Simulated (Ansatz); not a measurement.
Run this with Ansatz 0.2.0, Python API and show what comes out.

Script `field_bh6n2p.py`:
```python
"""Dipole of BH6N2P in the field of point charges."""

import ansatz as az
import numpy as np

params = {
    "basis_set": "def2-SVPD",
    "method": "mp2",
}

bh6n2p = (
    az.Crystal.molecule()
    .atom("N", (-0.084, 1.1952, 0.5562))
    .atom("B", (-0.1716, -0.2304, 0.023))
    .atom("N", (-1.5245, -0.9153, -0.096))
    .atom("P", (1.4269, -1.1919, -0.4835))
    .atom("H", (0.9183, 1.4885, 0.5388))
    .atom("H", (-0.59, 1.8066, -0.1229))
    .atom("H", (-1.9613, -0.8998, 0.8528))
    .atom("H", (-2.1172, -0.3216, -0.7184))
    .atom("H", (1.9565, -0.096, -1.2767))
    .atom("H", (2.147, -0.8355, 0.7269))
)

base = (
    bh6n2p.calculation()
    .basis(gaussian=params["basis_set"])
    .correlation(params["method"])
    .forces()
)
# charges +q and -q at -R and +R make a nearly even field 2 k q / R^2 at the centre
centre = np.mean([site.position_ang for site in bh6n2p.cartesian_sites], axis=0)
field = 2 * 14.399645 * 4.0 / 30.0 ** 2


def dipole(axis, sign):
    arm = 30.0 * np.eye(3)[axis]
    pair = [{"charge": sign * 4.0, "position_ang": (centre - arm).tolist()}, {"charge": -sign * 4.0, "position_ang": (centre + arm).tolist()}]
    deck = base.input().set(az.key.basis.gaussian.point_charges, pair)
    return np.array(az.Session.from_dict(deck).plan().execute().report["charge_distribution"]["dipole_moment_e_ang"])


print(f"field {field:.4f} V/A")
alpha = np.array([(dipole(axis, 1) - dipole(axis, -1)) / (2 * field) * 14.399645 for axis in range(3)])
print("polarisability tensor (A^3)")
print(np.array2string(alpha, precision=3, suppress_small=True))
print(f"mean {np.trace(alpha) / 3:.3f} A^3 = {np.trace(alpha) / 3 / 0.14818471:.2f} bohr^3")
```

```console
$ python field_bh6n2p.py
field 0.1280 V/A
polarisability tensor (A^3)
[[ 9.9   -0.431 -0.327]
 [-0.434  9.5    0.601]
 [-0.33   0.596  7.914]]
mean 9.105 A^3 = 61.44 bohr^3
```

Notes:
- These settings explore the input space; basis and method may be short of convergence.
- The geometry is a force-field or estimated start, not a minimum of this method, and the basis set is short of its limit. The field of two point charges is only nearly even.
- Wall time of the script: 42 s on 1 thread of Arm Neoverse V1, with other jobs on the host, peak memory 0.44 GiB.

(Lines on the test bed's own set-up are left out of the output.)
